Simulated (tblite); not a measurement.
# C5H12BNSi: the cost of one run

The runs use tblite 0.8.0 and PySCF 2.14.0, with density-fitted response routines of our own; the level of theory stands in each step. All values are computed, except where a source is named. Atoms are numbered from 0 throughout.

## Step 1: Starting geometry

20 atoms, charge 0, multiplicity 1; geometry from: force field or distance geometry start.

Bonds of the start (Å): B0–N1 1.51, N1–C2 1.44, C2–C3 1.45, C3–C4 1.48, C4–C5 1.32, C5–C6 1.50, C4–Si7 1.87, Si7–N1 1.82, B0–H8 1.18, B0–H9 1.20, C2–H10 1.13, C2–H11 1.11, C3–H12 1.13, C3–H13 1.11, C5–H14 1.08, C6–H15 1.08, C6–H16 1.12, C6–H17 1.10, Si7–H18 1.45, Si7–H19 1.44.

## Step 2: Relaxing the molecule with GFN2-xTB

The job: settings as JSON, then the geometry in Å.

```
{"job": {"kind": "relax", "xc": "GFN2-xTB", "basis": "xTB"}, "charge": 0, "multiplicity": 1}
B     -2.058900     1.463900     0.455500
N     -1.711600     0.687800    -0.798000
C     -1.795500    -0.741000    -0.617400
C     -0.772200    -1.271400     0.269700
C      0.490500    -0.506100     0.146100
C      1.654600    -0.703700     0.746500
C      2.812600     0.202500     0.459800
Si     0.080100     0.830300    -1.093000
H     -1.571700     2.529700     0.597200
H     -3.150500     1.315400     0.919300
H     -2.815700    -1.052500    -0.229800
H     -1.698700    -1.190200    -1.627200
H     -0.521000    -2.308500    -0.099000
H     -1.039600    -1.413500     1.339000
H      1.793300    -1.503100     1.457600
H      2.932100     0.413100    -0.595000
H      3.727600    -0.349800     0.779500
H      2.752000     1.102700     1.095800
H      0.297600     0.375900    -2.457100
H      0.590000     2.129100    -0.752700
```

Launch:

```bash
$ OMP_NUM_THREADS=1 python probes_run.py task.json out
```

One launch serves the whole session: the jobs run in the order shown.

Q: Estimate the wall time and peak memory of this first job on 1 thread of Arm Neoverse N1, shared host.

About 1.9 s, with a peak of 0.18 GiB.
